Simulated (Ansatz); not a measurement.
# HfB2: the cost of one run

Program: Ansatz 0.2.0. Level of theory: DFT LDA, scalar-relativistic, plane waves, PAW. These are calculated values, not measurements.

### 1 The structure to begin with

It takes space group P6/mmm (No. 191, hexagonal). Conventional cell: a = 3.140 Å, b = 3.140 Å, c = 3.480 Å, α = 90.00°, β = 90.00°, γ = 120.00°. Around Hf (site symmetry 6/mmm) lie 12 B at 2.51 Å. Around B (site symmetry -6m2) lie 3 B at 1.81 Å and 6 Hf at 2.51 Å.

Structure file:

```
Hf B
1.0
     3.14000    0.00000    0.00000
    -1.57000    2.71932    0.00000
     0.00000    0.00000    3.48000
Hf B
1 2
Cartesian
  0.0000 0.0000 0.0000
  0.0000 1.8129 1.7400
  1.5700 0.9064 1.7400
```

The structure comes from the Crystallography Open Database.

(A quick probe on a coarse mesh, which set the mesh and smearing, is not shown.)

### 3 A loose first relaxation

Contents of input.yaml:

```yaml
crystal:
  lattice:
    - [3.14, 0.0, 0.0]
    - [-1.57, 2.7193197679, 0.0]
    - [0.0, 0.0, 3.48]
  atoms:
    - { symbol: Hf, position: [0.0, 0.0, 0.0] }
    - { symbol: B, position: [0.3333333333, 0.6666666667, 0.5] }
    - { symbol: B, position: [0.6666666667, 0.3333333333, 0.5] }
basis:
  ecutwfc: 420
kpoints:
  mp_grid: { grid: [9, 9, 6] }
hamiltonian:
  xc: lda
scf:
  occupations: { method: gaussian, width: 0.1 }
output:
  forces: true
  stress: true
  eigenvalues: true
relax:
  adjacent_minimum: "off"
  f_tol: 0.05
  max_steps: 80
  cell: { stress_tol: 0.5 }
```

Started as:

```
$ ansatz run input.yaml --threads 1 --pin off --max-ram 2560MiB --backend cpu --events-out ev --progress --plain --runs-dir out
```

**Question.** How long does this run take on 1 thread of Intel Xeon 6975P-C (Granite Rapids), shared host, and how much memory does it need?

About 4.7 s, with a peak of 0.38 GiB.
